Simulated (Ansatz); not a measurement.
# C₂H₄BClO: basis-set convergence

An exercise on one series of results from a longer session: the logs are not shown, and one member is left open.

The runs use Ansatz 0.2.0, Gaussian basis; one geometry, several basis sets.

Plan: PBE0-D4/def2-SVP; ωB97M-V/def2-SVP; PBE0-D4/def2-QZVPP; ωB97M-V/def2-QZVPP; the functionals' def2-TZVPP values are taken from earlier runs.

## The relaxed structure

All runs share one geometry, relaxed beforehand with PBE0-D4 in a triple-zeta def2 set.

9 atoms, charge 0, spin multiplicity 1.

Atoms are counted from 1 here; the program's logs count them from 0.

Bond lengths: O1–B2 1.334 Å, O1–H6 0.962 Å, B2–C3 1.519 Å, B2–C4 1.528 Å, C3–C4 1.558 Å, C3–H7 1.086 Å, C3–H8 1.088 Å, C4–Cl5 1.764 Å, C4–H9 1.084 Å. Angles: B2–O1–H6 113.4°, O1–B2–C3 147.7°, O1–B2–C4 149.9°, C3–B2–C4 61.5°, B2–C3–C4 59.5°, B2–C3–H7 124.7°, B2–C3–H8 117.5°, C4–C3–H7 114.7°, C4–C3–H8 116.8°, H7–C3–H8 112.8°, B2–C4–C3 58.9°, B2–C4–Cl5 120.5°, B2–C4–H9 123.1°, C3–C4–Cl5 118.8°, C3–C4–H9 114.8°, Cl5–C4–H9 111.0°.

As a file:

```csv
atom,x (Å),y (Å),z (Å)
O1,-1.17378,0.82271,-1.46559
B2,-0.47345,0.16753,-0.53775
C3,0.51870,-0.93793,-0.22110
C4,0.12183,0.10362,0.86806
Cl5,1.32086,1.28944,1.38651
H6,-1.58181,1.63000,-1.13680
H7,0.24724,-1.96292,0.01156
H8,1.51889,-0.85126,-0.64069
H9,-0.41005,-0.30748,1.71870
```

Set-up of the first run:

Contents of in.yaml:

```yaml
crystal:
  periodic: [false, false, false]
  atoms:
    - {symbol: O, position_ang: [-1.173783, 0.822709, -1.465586]}
    - {symbol: B, position_ang: [-0.473452, 0.167532, -0.537750]}
    - {symbol: C, position_ang: [0.518695, -0.937932, -0.221098]}
    - {symbol: C, position_ang: [0.121828, 0.103616, 0.868060]}
    - {symbol: Cl, position_ang: [1.320860, 1.289435, 1.386507]}
    - {symbol: H, position_ang: [-1.581815, 1.629998, -1.136803]}
    - {symbol: H, position_ang: [0.247235, -1.962919, 0.011558]}
    - {symbol: H, position_ang: [1.518887, -0.851262, -0.640688]}
    - {symbol: H, position_ang: [-0.410054, -0.307476, 1.718701]}
basis:
  gaussian: {orbitals: def2-SVP}
hamiltonian: {xc: pbe0, dispersion: d4}
output: {orbitals: {seedname: orbitals}}
```

Run with:

```
$ ansatz run in.yaml --threads 2 --pin off --events-out ev --progress --plain --max-ram 4352MiB
```

Among the steps run: PBE0-D4 in def2-SVP; ωB97M-V in def2-SVP; PBE0-D4 in def2-QZVPP; ωB97M-V in def2-QZVPP.

One table of the session follows, with a row left open; its other results are not shown here.

It belongs to the step «Density functionals: the series». 

```
functional       basis  HOMO (eV)
   PBE0-D4    def2-SVP      -6.95
   PBE0-D4  def2-TZVPP      -7.10
   PBE0-D4  def2-QZVPP      -7.14
   ωB97M-V    def2-SVP      -9.17
   ωB97M-V  def2-TZVPP          ?
   ωB97M-V  def2-QZVPP      -9.39
```

**Question.** Estimate the row for ωB97M-V, def2-TZVPP.

**Answer.** HOMO (eV): -9.35. In the column «HOMO (eV)» it lies between ωB97M-V, def2-QZVPP (-9.39) and ωB97M-V, def2-SVP (-9.17).
